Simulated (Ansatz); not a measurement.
**CH₇HfNO₃: small, medium and large basis sets**

How large a basis does CH₇HfNO₃ need? Two functionals are run in growing sets.

Method: one geometry, several basis sets; program: Ansatz 0.2.0, Gaussian basis.

Levels to be run: PBE0-D4/def2-SVP; ωB97M-V/def2-SVP; PBE0-D4/def2-QZVPP; ωB97M-V/def2-QZVPP; the functionals' def2-TZVPP values are taken from earlier runs.

### Step 1. Structure used throughout

The geometry comes from an earlier relaxation with PBE0-D4 in a triple-zeta def2 set; it is a stationary point, not always the lowest conformer. Hf takes the def2 core potential; no spin-orbit term is included.

SMILES `C[NH][Hf]([OH])([OH])[OH]`, 13 atoms, charge 0, spin multiplicity 1.

Atoms are counted from 1 here; the program's logs count them from 0.

Bond lengths: C1–N2 1.448 Å, C1–H7 1.094 Å, C1–H8 1.098 Å, C1–H9 1.097 Å, N2–Hf3 2.037 Å, N2–H10 1.012 Å, Hf3–O4 1.947 Å, Hf3–O5 1.938 Å, Hf3–O6 1.939 Å, O4–H11 0.952 Å, O5–H12 0.951 Å, O6–H13 0.951 Å. Angles: N2–C1–H7 110.0°, N2–C1–H8 112.7°, N2–C1–H9 112.4°, H7–C1–H8 107.1°, H7–C1–H9 106.7°, H8–C1–H9 107.7°, C1–N2–Hf3 128.7°, C1–N2–H10 111.3°, Hf3–N2–H10 120.0°, N2–Hf3–O4 110.9°, N2–Hf3–O5 106.1°, N2–Hf3–O6 106.5°, O4–Hf3–O5 109.2°, O4–Hf3–O6 108.4°, O5–Hf3–O6 115.7°, Hf3–O4–H11 146.6°, Hf3–O5–H12 155.0°, Hf3–O6–H13 156.3°.

### Step 2. PBE0-D4 in def2-SVP

in.yaml reads:

```yaml
crystal:
  periodic: [false, false, false]
  atoms:
    - {symbol: C, position_ang: [1.151938, -1.416396, 1.086056]}
    - {symbol: N, position_ang: [0.940887, -0.621182, -0.105015]}
    - {symbol: Hf, position_ang: [-0.531503, 0.733104, -0.486597]}
    - {symbol: O, position_ang: [-2.121118, -0.148746, -1.183636]}
    - {symbol: O, position_ang: [0.177150, 1.928865, -1.837262]}
    - {symbol: O, position_ang: [-0.980480, 1.552947, 1.212634]}
    - {symbol: H, position_ang: [0.392188, -1.176579, 1.835363]}
    - {symbol: H, position_ang: [1.084224, -2.494813, 0.892205]}
    - {symbol: H, position_ang: [2.126432, -1.222106, 1.551550]}
    - {symbol: H, position_ang: [1.666877, -0.786023, -0.790109]}
    - {symbol: H, position_ang: [-2.523622, -0.970511, -1.447042]}
    - {symbol: H, position_ang: [0.117823, 2.556042, -2.549895]}
    - {symbol: H, position_ang: [-1.500796, 2.065398, 1.821748]}
basis:
  gaussian: {orbitals: def2-SVP}
hamiltonian: {xc: pbe0, dispersion: d4}
output: {orbitals: {seedname: orbitals}}
```

Command:

```
$ ansatz run in.yaml --threads 4 --pin off --events-out ev --progress --plain --max-ram 11315MiB
```

Further steps of the session: ωB97M-V in def2-SVP; PBE0-D4 in def2-QZVPP; ωB97M-V in def2-QZVPP.

Q: Predict the results of all the runs planned. Wanted: PBE0-D4: double and triple zeta above quadruple; ωB97M-V: double and triple zeta above quadruple.

As calculated:

| quantity | value |
| --- | --- |
| PBE0-D4: double and triple zeta above quadruple | 11.58, 0.53 eV |
| ωB97M-V: double and triple zeta above quadruple | 11.90, 0.51 eV |

In words: PBE0-D4 gains 11.05 eV from double to triple zeta, then 0.53 eV more. Total energies overstate the basis error of differences, where much of it tends to cancel. The LUMO of ωB97M-V is positive and keeps falling with the basis (1.50 to 0.61 eV): an unbound level that the basis holds in place.
